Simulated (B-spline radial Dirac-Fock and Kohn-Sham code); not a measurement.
# Elastic scattering of positrons by Mo

The question: how strongly Mo scatters positrons elastically, and to which angles, at 4 energies.

Method: Dirac partial waves in the static field of the Dirac-Fock density, no polarisation or absorption; computed with B-spline radial Dirac-Fock and Kohn-Sham code, version 3.

### Step 1. The atom as given

Atomic molybdenum, configuration [Kr] 4d5 5s1.

* nuclear charge: 42
* electrons: 42
* mass number: 98
* nuclear rms radius: 4.4091 fm

Outer shells as boxes (Hund's rule, for the drawing alone; heavy ions are jj-coupled, and the calculation averages over the configuration):

```
[Kr] core
4d [↑ ][↑ ][↑ ][↑ ][↑ ]
5s [↑ ]
```

### Step 2. 3220 eV

Settings, as recorded:

```ini
task = elastic
Z = 42
charge = 0
configuration = 1s2 2s2 2p6 3s2 3p6 3d10 4s2 4p6 4d5 5s1
mass_number = 98
rms_radius = 4.4091  # fm
projectile = positron
energy = 3220.0  # eV
theta = [0, 1, 2, 3, 5, 7, 10, 15, 20, 25, 30, 40, 50, 60, 70, 80, 90, 100, 110, 120, 130, 140, 150, 160, 170, 180]  # deg
```

Results of the run (chosen fields of its result record, rounded):

```text
{
  "status": "converged",
  "sigma [bohr^2]": 4.496,
  "transport1 [bohr^2]": 0.1791,
  "transport2 [bohr^2]": 0.3734,
  "backward [bohr^2]": 0.03243,
  "dcs [bohr^2/sr]": [221.9, 197.2, 144.7, 96.02, 40.74, 18.75, 6.909, 2.005, 0.8461, 0.4247, 0.2382, 0.09741, 0.05017, 0.02952, 0.01897, 0.01304, 0.009466, 0.007203, 0.005713, 0.004704, 0.004009, 0.003527, 0.003198, 0.002985, 0.002865, 0.002826],
  "sherman": [0.0, 1.745e-06, 4.007e-06, 7.171e-06, 1.683e-05, 3.107e-05, 6.036e-05, 0.0001194, 0.0001805, 0.000245, 0.0003089, 0.0004239, 0.0005203, 0.0005936, 0.0006397, 0.0006592, 0.0006554, 0.0006315, 0.0005902, 0.000534, 0.0004648, 0.0003848, 0.0002962, 0.0002011, 0.0001016, 0.0],
  "phases_minus [rad]": [-0.5796, 0.4374, 1.091, 1.533, -1.298],
  "phases_plus [rad]": [0.0, 0.4355, 1.089, 1.531, -1.299],
  "partial_waves": 200
}
```

### Step 3. 6330 eV

The run's settings:

```ini
task = elastic
projectile = positron
energy = 6330.0  # eV
theta = [0, 1, 2, 3, 5, 7, 10, 15, 20, 25, 30, 40, 50, 60, 70, 80, 90, 100, 110, 120, 130, 140, 150, 160, 170, 180]  # deg
```

Results of the run (chosen fields of its result record, rounded):

```text
{
  "status": "converged",
  "sigma [bohr^2]": 2.993,
  "transport1 [bohr^2]": 0.07877,
  "transport2 [bohr^2]": 0.172,
  "backward [bohr^2]": 0.01213,
  "dcs [bohr^2/sr]": [261.1, 211.1, 128.1, 72.33, 25.28, 10.29, 3.489, 1.003, 0.4046, 0.1977, 0.1114, 0.04569, 0.02266, 0.0127, 0.007811, 0.005185, 0.003666, 0.002735, 0.002138, 0.001742, 0.001472, 0.001288, 0.001163, 0.001083, 0.001037, 0.001023],
  "sherman": [0.0, 2.499e-06, 6.249e-06, 1.197e-05, 3.019e-05, 5.795e-05, 0.0001132, 0.0002186, 0.0003376, 0.0004586, 0.0005706, 0.0007704, 0.0009393, 0.001069, 0.001158, 0.001208, 0.00122, 0.001193, 0.001131, 0.001034, 0.0009085, 0.0007575, 0.0005861, 0.0003993, 0.0002022, 0.0],
  "phases_minus [rad]": [-0.3762, 0.5646, 1.145, 1.536, -1.323],
  "phases_plus [rad]": [0.0, 0.5609, 1.141, 1.533, -1.326],
  "partial_waves": 273
}
```

### Step 4. 108000 eV

Settings, as recorded:

```ini
task = elastic
projectile = positron
energy = 108000.0  # eV
theta = [0, 1, 2, 3, 5, 7, 10, 15, 20, 25, 30, 40, 50, 60, 70, 80, 90, 100, 110, 120, 130, 140, 150, 160, 170, 180]  # deg
```

Results of the run (chosen fields of its result record, rounded):

```text
{
  "status": "converged",
  "sigma [bohr^2]": 0.4175,
  "transport1 [bohr^2]": 0.00112,
  "transport2 [bohr^2]": 0.002888,
  "backward [bohr^2]": 7.638e-05,
  "dcs [bohr^2/sr]": [518.0, 90.72, 17.4, 5.221, 1.082, 0.3465, 0.09503, 0.02114, 0.007153, 0.003052, 0.001512, 0.0004979, 0.0002117, 0.0001065, 6.05e-05, 3.767e-05, 2.525e-05, 1.8e-05, 1.353e-05, 1.066e-05, 8.758e-06, 7.485e-06, 6.639e-06, 6.1e-06, 5.801e-06, 5.697e-06],
  "sherman": [0.0, 8.695e-06, 3.239e-05, 7.16e-05, 0.0001885, 0.0003502, 0.000652, 0.001346, 0.002258, 0.003332, 0.004558, 0.007437, 0.01073, 0.01417, 0.01749, 0.02042, 0.02273, 0.0242, 0.02467, 0.02404, 0.02227, 0.01939, 0.01552, 0.01083, 0.005566, 0.0],
  "phases_minus [rad]": [1.164, -1.528, -1.291, -1.132, -1.014],
  "phases_plus [rad]": [0.0, 1.57, -1.32, -1.154, -1.031],
  "partial_waves": 1063
}
```

### Step 5. 143000 eV

The run's settings:

```ini
task = elastic
projectile = positron
energy = 143000.0  # eV
theta = [0, 1, 2, 3, 5, 7, 10, 15, 20, 25, 30, 40, 50, 60, 70, 80, 90, 100, 110, 120, 130, 140, 150, 160, 170, 180]  # deg
```

Results of the run (chosen fields of its result record, rounded):

```text
{
  "status": "converged",
  "sigma [bohr^2]": 0.3486,
  "transport1 [bohr^2]": 0.0007091,
  "transport2 [bohr^2]": 0.001853,
  "backward [bohr^2]": 4.327e-05,
  "dcs [bohr^2/sr]": [584.5, 75.54, 12.71, 3.748, 0.7477, 0.2277, 0.06109, 0.01339, 0.004463, 0.001879, 0.0009225, 0.0002999, 0.0001264, 6.307e-05, 3.552e-05, 2.193e-05, 1.457e-05, 1.03e-05, 7.678e-06, 6.001e-06, 4.898e-06, 4.16e-06, 3.671e-06, 3.361e-06, 3.189e-06, 3.139e-06],
  "sherman": [0.0, 8.956e-06, 3.424e-05, 7.497e-05, 0.0001975, 0.0003641, 0.0006863, 0.001452, 0.002451, 0.003659, 0.005082, 0.008513, 0.01252, 0.0168, 0.02104, 0.02491, 0.02808, 0.03028, 0.03123, 0.03075, 0.02876, 0.02525, 0.02034, 0.01427, 0.007352, 0.0],
  "phases_minus [rad]": [1.281, -1.453, -1.239, -1.094, -0.986],
  "phases_plus [rad]": [0.0, -1.505, -1.272, -1.119, -1.006],
  "partial_waves": 1232
}
```

### Step 6. Collected

| energy (eV) | σ (bohr²) | first transport (bohr²) | σ / transport | backward share (%) | partial waves |
| --- | --- | --- | --- | --- | --- |
| 3220 | 4.50 | 0.179 | 25.1 | 0.721 | 200 |
| 6330 | 2.99 | 0.0788 | 38.0 | 0.405 | 273 |
| 108000 | 0.418 | 0.00112 | 373 | 0.0183 | 1063 |
| 143000 | 0.349 | 7.09e-04 | 492 | 0.0124 | 1232 |

### Step 7. Outcome

| quantity | value |
| --- | --- |
| σ at 3220 and 143000 eV | 4.50 and 0.349 bohr² |
| backward share there | 0.721 and 0.0124 % |
| largest Sherman function | 0.031 at 110°, 143000 eV |

In words: It takes about 25 elastic collisions to lose the direction at 3220 eV and 490 at 143000 eV (σ over the first transport cross section). The angular distributions show no deep diffraction minima on this grid. Spin polarisation by scattering stays small.
